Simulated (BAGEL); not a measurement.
# One shape, several levels: CH6GeO (SMILES C[O][GeH3])

Aim: a comparison of 3 runs (B3LYP/cc-pVDZ, PBE0/cc-pVDZ, RI-MP2/cc-pVDZ) of CH6GeO. 

Program for the calculation: BAGEL 1.2.2.

1 further run of the same task is left out (it didn't finish).

### Step 1. Starting point

CH6GeO: 9 atoms, total charge 0, spin state singlet. As SMILES, `C[O][GeH3]`. The shape is that of a PBE0-D4/def2-TZVP optimisation.

Bond lengths: C1–O2 1.406 Å, O2–Ge3 1.779 Å, C1–H4 1.093 Å, C1–H5 1.099 Å, C1–H6 1.099 Å, Ge3–H7 1.542 Å, Ge3–H8 1.531 Å, Ge3–H9 1.542 Å. Some angles: C1–O2–Ge3 117.8°, O2–C1–H4 108.1°, O2–C1–H5 112.2°, O2–C1–H6 112.2°, O2–Ge3–H7 108.9°, O2–Ge3–H8 104.9°, O2–Ge3–H9 108.9°, H4–C1–H5 108.0°, H4–C1–H6 108.0°, H5–C1–H6 108.1°.

### Step 2. A single-point energy at B3LYP/cc-pVDZ (density fitting with qzvpp-jkfit) (run 1)

Contents of dft.json:

```json
{ "bagel": [

{
  "title": "molecule",
  "basis": "cc-pvdz.json",
  "df_basis": "qzvpp-jkfit",
  "angstrom": true,
  "geometry": [
    { "atom": "C", "xyz": [   -0.461600,    0.939500,   -0.879600 ] },
    { "atom": "O", "xyz": [   -0.657300,   -0.383600,   -0.447300 ] },
    { "atom": "Ge", "xyz": [    0.409500,   -1.004400,    0.834300 ] },
    { "atom": "H", "xyz": [   -1.194400,    1.152600,   -1.661500 ] },
    { "atom": "H", "xyz": [    0.540900,    1.094500,   -1.301500 ] },
    { "atom": "H", "xyz": [   -0.607700,    1.666800,   -0.069200 ] },
    { "atom": "H", "xyz": [    1.870200,   -0.939000,    0.345100 ] },
    { "atom": "H", "xyz": [   -0.054100,   -2.444000,    1.070300 ] },
    { "atom": "H", "xyz": [    0.242900,   -0.128600,    2.092200 ] }
  ]
},
{
  "title": "ks",
  "xc_func": "b3lyp"
},
{
  "title": "print",
  "file": "orbitals.molden",
  "orbitals": true
}

]}
```

The basis set cc-pVDZ is read from a file made from the Basis Set Exchange's data (not shown).

The run is started by

```
$ BAGEL_NUM_THREADS=1 BAGEL dft.json > dft.out
```

Output:

```text
* using 1 threads per process

  ===============================================================
  ===============================================================

  *** Geometry ***

  { "atom" : "C", "xyz" : [     -0.872298,      1.775398,     -1.662203 ] },
  { "atom" : "O", "xyz" : [     -1.242117,     -0.724899,     -0.845274 ] },
  { "atom" : "Ge", "xyz" : [      0.773843,     -1.898041,      1.576599 ] },
[... 5 lines of this table left out ...]
  { "atom" : "H", "xyz" : [      0.459014,     -0.243019,      3.953685 ] },

  Number of auxiliary basis functions:      526

  Since a DF basis is specified, we compute 2- and 3-index integrals:
    o Being stored without compression. Storage requirement is 0.030 GB

  Number of basis functions:       85
  Number of electrons      :       52

    * METHOD: MOLECULE                             0.26

  *** Kohn-Sham DFT ***

    * Removing 15414 points whose weight is below 1.00e-10
    * Grid points: 118740

  === Nuclear Repulsion ===
   205.4353264977

       - DIIS with orbital gradients will be used.

  === KS iteration (b3lyp / cc-pvdz.json) ===
      0      -2162.00166654          0.09484329           0.41
      1      -2023.97382061          0.22260565           0.38
      2      -2122.34960101          0.11436065           0.38
[... 15 lines of this table left out ...]
     18      -2193.94966857          0.00000000           0.37
    * SCF iteration converged.

    * Permanent dipole moment:
           (   -0.323217,    -0.235253,    -0.191654) a.u.

    * METHOD: KS                                   7.75

    * METHOD: PRINT                                0.01

  ===============================================================
```

Run time: 8.4 s. Hardware: 1 thread of Arm Neoverse V2, shared host; peak memory 0.5 GiB.

### Step 3. The energy at PBE0/cc-pVDZ (density fitting with qzvpp-jkfit) (run 2)

Contents of job.json:

```json
{ "bagel": [

{
  "title": "molecule",
  "basis": "cc-pvdz.json",
  "df_basis": "qzvpp-jkfit",
  "angstrom": "true",
  "geometry": [
    { "atom": "C", "xyz": [   -0.461600,    0.939500,   -0.879600 ] },
    { "atom": "O", "xyz": [   -0.657300,   -0.383600,   -0.447300 ] },
    { "atom": "Ge", "xyz": [    0.409500,   -1.004400,    0.834300 ] },
    { "atom": "H", "xyz": [   -1.194400,    1.152600,   -1.661500 ] },
    { "atom": "H", "xyz": [    0.540900,    1.094500,   -1.301500 ] },
    { "atom": "H", "xyz": [   -0.607700,    1.666800,   -0.069200 ] },
    { "atom": "H", "xyz": [    1.870200,   -0.939000,    0.345100 ] },
    { "atom": "H", "xyz": [   -0.054100,   -2.444000,    1.070300 ] },
    { "atom": "H", "xyz": [    0.242900,   -0.128600,    2.092200 ] }
  ]
},
{
  "title": "ks",
  "xc_func": "pbe0"
},
{
  "title": "print",
  "file": "orbitals.molden",
  "orbitals": "true"
}

]}
```

The basis set cc-pVDZ is read from a file made from the Basis Set Exchange's data (not shown).

The run is started by

```
$ BAGEL_NUM_THREADS=1 BAGEL job.json > job.out
```

Output:

```text
* using 1 threads per process

  ===============================================================
  ===============================================================

  *** Geometry ***

  { "atom" : "C", "xyz" : [     -0.872298,      1.775398,     -1.662203 ] },
  { "atom" : "O", "xyz" : [     -1.242117,     -0.724899,     -0.845274 ] },
  { "atom" : "Ge", "xyz" : [      0.773843,     -1.898041,      1.576599 ] },
[... 5 lines of this table left out ...]
  { "atom" : "H", "xyz" : [      0.459014,     -0.243019,      3.953685 ] },

  Number of auxiliary basis functions:      526

  Since a DF basis is specified, we compute 2- and 3-index integrals:
    o Being stored without compression. Storage requirement is 0.030 GB

  Number of basis functions:       85
  Number of electrons      :       52

    * METHOD: MOLECULE                             0.26

  *** Kohn-Sham DFT ***

    * Removing 15414 points whose weight is below 1.00e-10
    * Grid points: 118740

  === Nuclear Repulsion ===
   205.4353264977

       - DIIS with orbital gradients will be used.

  === KS iteration (pbe0 / cc-pvdz.json) ===
      0      -2161.60813555          0.09474282           0.40
      1      -2023.89008300          0.22256928           0.37
      2      -2121.53035953          0.11370821           0.38
[... 15 lines of this table left out ...]
     18      -2193.50496224          0.00000001           0.36
    * SCF iteration converged.

    * Permanent dipole moment:
           (   -0.334386,    -0.240412,    -0.199667) a.u.

    * METHOD: KS                                   7.58

    * METHOD: PRINT                                0.01

  ===============================================================
```

Wall time 8.1 s (1 thread of Arm Neoverse V2, shared host); peak memory 0.5 GiB.

### Step 4. The energy at RI-MP2/cc-pVDZ (density fitting with qzvpp-jkfit) (run 3)

Contents of job.json:

```json
{ "bagel" : [

{
  "title" : "molecule",
  "basis" : "cc-pvdz.json",
  "df_basis" : "qzvpp-jkfit",
  "angstrom" : true,
  "geometry" : [
    { "atom" : "C", "xyz" : [      -0.461600,       0.939500,      -0.879600 ] },
    { "atom" : "O", "xyz" : [      -0.657300,      -0.383600,      -0.447300 ] },
    { "atom" : "Ge", "xyz" : [       0.409500,      -1.004400,       0.834300 ] },
    { "atom" : "H", "xyz" : [      -1.194400,       1.152600,      -1.661500 ] },
    { "atom" : "H", "xyz" : [       0.540900,       1.094500,      -1.301500 ] },
    { "atom" : "H", "xyz" : [      -0.607700,       1.666800,      -0.069200 ] },
    { "atom" : "H", "xyz" : [       1.870200,      -0.939000,       0.345100 ] },
    { "atom" : "H", "xyz" : [      -0.054100,      -2.444000,       1.070300 ] },
    { "atom" : "H", "xyz" : [       0.242900,      -0.128600,       2.092200 ] }
  ]
},

{
  "title" : "hf"
},

{
  "title" : "mp2",
  "ncore" : 11
}

]}
```

The basis set cc-pVDZ is read from a file made from the Basis Set Exchange's data (not shown).

The run is started by

```
$ BAGEL_NUM_THREADS=1 BAGEL job.json > job.out
```

Output:

```text
* using 1 threads per process

  ===============================================================
  ===============================================================

  *** Geometry ***

  { "atom" : "C", "xyz" : [     -0.872298,      1.775398,     -1.662203 ] },
  { "atom" : "O", "xyz" : [     -1.242117,     -0.724899,     -0.845274 ] },
  { "atom" : "Ge", "xyz" : [      0.773843,     -1.898041,      1.576599 ] },
[... 5 lines of this table left out ...]
  { "atom" : "H", "xyz" : [      0.459014,     -0.243019,      3.953685 ] },

[... 23 lines left out ...]
    * SCF iteration converged.
[... 1 line left out ...]
    * Permanent dipole moment:
[... 2 lines left out ...]
    * METHOD: HF                                   1.18

  *** RHF ***

  === Nuclear Repulsion ===
   205.4353264977

      * DIIS with orbital gradients will be used.

  === RHF iteration (cc-pvdz.json) ===
      0      -2191.55489382          0.00000000           0.08
    * SCF iteration converged.

    * Permanent dipole moment:
           (   -0.407752,    -0.277959,    -0.250520) a.u.

  === DF-MP2 calculation ===

    * freezing 11 orbitals
    * 3-index integral transformation done
    * assembly done

      MP2 correlation energy:   -0.4539492123      0.05

      MP2 total energy:       -2192.0088430338

    * METHOD: MP2                                  0.22

  ===============================================================
```

Wall time 1.8 s (1 thread of Arm Neoverse V2, shared host); peak memory 0.13 GiB.

### Step 5. Overview of the runs

```
run                                              level  frozen core orbitals   energy (Eh)  dipole moment (D)  HOMO energy (eV)  LUMO energy (eV)  wall time
  1   B3LYP/cc-pVDZ (density fitting with qzvpp-jkfit)                     –  -2193.949669               1.13             -7.27              0.37      8.4 s
  2    PBE0/cc-pVDZ (density fitting with qzvpp-jkfit)                     –  -2193.504962               1.16             -7.55              0.60      8.1 s
  3  RI-MP2/cc-pVDZ (density fitting with qzvpp-jkfit)                    11  -2192.008843                  –                 –                 –      1.8 s
```

### Step 6. Results

| quantity | value |
| --- | --- |
| run 3: total energy | -2192.00884 Eh |
| run 3: correlation energy (11 core orbitals frozen) | -453.9 mEh |

Totals of different functionals can't be ranked against each other. All runs together took 18 s, the longest 8.4 s.
